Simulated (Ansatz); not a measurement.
# C2H8HfO2: how energies converge with the basis set

An exercise on one series of results from a longer session: the logs are not shown, and one member is left open.

Method: one geometry, several basis sets; program: Ansatz 0.2.0, Gaussian basis.

Plan: PBE0-D4/def2-SVP; ωB97M-V/def2-SVP; PBE0-D4/def2-QZVPP; ωB97M-V/def2-QZVPP; the functionals' def2-TZVPP values are taken from earlier runs.

### Structure used throughout

The geometry comes from an earlier relaxation with PBE0-D4 in a triple-zeta def2 set; it is a stationary point, not always the lowest conformer. Hf takes the def2 core potential; no spin-orbit term is included.

SMILES `[CH3][Hf]([CH3])([OH])[OH]`, 13 atoms, charge 0, spin multiplicity 1.

Atoms are counted from 1 here; the program's logs count them from 0.

Bond lengths: C1–Hf2 2.229 Å, C1–H6 1.097 Å, C1–H7 1.096 Å, C1–H8 1.097 Å, Hf2–C3 2.229 Å, Hf2–O4 1.921 Å, Hf2–O5 1.921 Å, C3–H9 1.097 Å, C3–H10 1.097 Å, C3–H11 1.096 Å, O4–H12 0.951 Å, O5–H13 0.951 Å. Angles: Hf2–C1–H6 110.8°, Hf2–C1–H7 113.3°, Hf2–C1–H8 110.9°, H6–C1–H7 107.1°, H6–C1–H8 107.4°, H7–C1–H8 107.1°, C1–Hf2–C3 105.3°, C1–Hf2–O4 108.1°, C1–Hf2–O5 108.2°, C3–Hf2–O4 108.1°, C3–Hf2–O5 108.1°, O4–Hf2–O5 118.2°, Hf2–C3–H9 110.8°, Hf2–C3–H10 110.8°, Hf2–C3–H11 113.3°, H9–C3–H10 107.4°, H9–C3–H11 107.1°, H10–C3–H11 107.1° and more.

Set-up of the first run:

File in.yaml:

```yaml
crystal:
  periodic: [false, false, false]
  atoms:
    - {symbol: C, position_ang: [-1.446664, 0.665277, 1.123466]}
    - {symbol: Hf, position_ang: [-0.092976, 0.038427, -0.533285]}
    - {symbol: C, position_ang: [1.722978, -0.780755, 0.467529]}
    - {symbol: O, position_ang: [-0.943900, -1.391732, -1.492466]}
    - {symbol: O, position_ang: [0.421443, 1.608671, -1.512442]}
    - {symbol: H, position_ang: [-0.962889, 1.417306, 1.758825]}
    - {symbol: H, position_ang: [-2.389646, 1.098677, 0.771470]}
    - {symbol: H, position_ang: [-1.702322, -0.188343, 1.763176]}
    - {symbol: H, position_ang: [2.194139, -0.021054, 1.103327]}
    - {symbol: H, position_ang: [1.464257, -1.631046, 1.110312]}
    - {symbol: H, position_ang: [2.485893, -1.129640, -0.237681]}
    - {symbol: H, position_ang: [-1.337233, -1.957323, -2.148169]}
    - {symbol: H, position_ang: [0.586930, 2.271536, -2.174074]}
basis:
  gaussian: {orbitals: def2-SVP}
hamiltonian: {xc: pbe0, dispersion: d4}
output: {orbitals: {seedname: orbitals}}
```

Started as:

```sh
> ansatz run in.yaml --threads 4 --pin off --events-out ev --progress --plain --max-ram 11315MiB
```

Steps of the session up to this table: PBE0-D4 in def2-SVP; ωB97M-V in def2-SVP; PBE0-D4 in def2-QZVPP; ωB97M-V in def2-QZVPP.

One table of the session follows, with a row left open; its other results are not shown here.

It belongs to the step «Density functionals: the series». 

| functional | basis | HOMO (eV) | LUMO (eV) |
| --- | --- | --- | --- |
| PBE0-D4 | def2-SVP | -6.97 | 0.11 |
| PBE0-D4 | def2-TZVPP | ? | ? |
| PBE0-D4 | def2-QZVPP | -7.10 | -0.23 |
| ωB97M-V | def2-SVP | -9.25 | 1.41 |
| ωB97M-V | def2-TZVPP | -9.36 | 1.05 |
| ωB97M-V | def2-QZVPP | -9.39 | 0.55 |

Q: Estimate the row for PBE0-D4, def2-TZVPP from the others.

As computed: HOMO (eV): -7.07; LUMO (eV): 0.04. In the column «HOMO (eV)» it lies between PBE0-D4, def2-QZVPP (-7.10) and PBE0-D4, def2-SVP (-6.97).
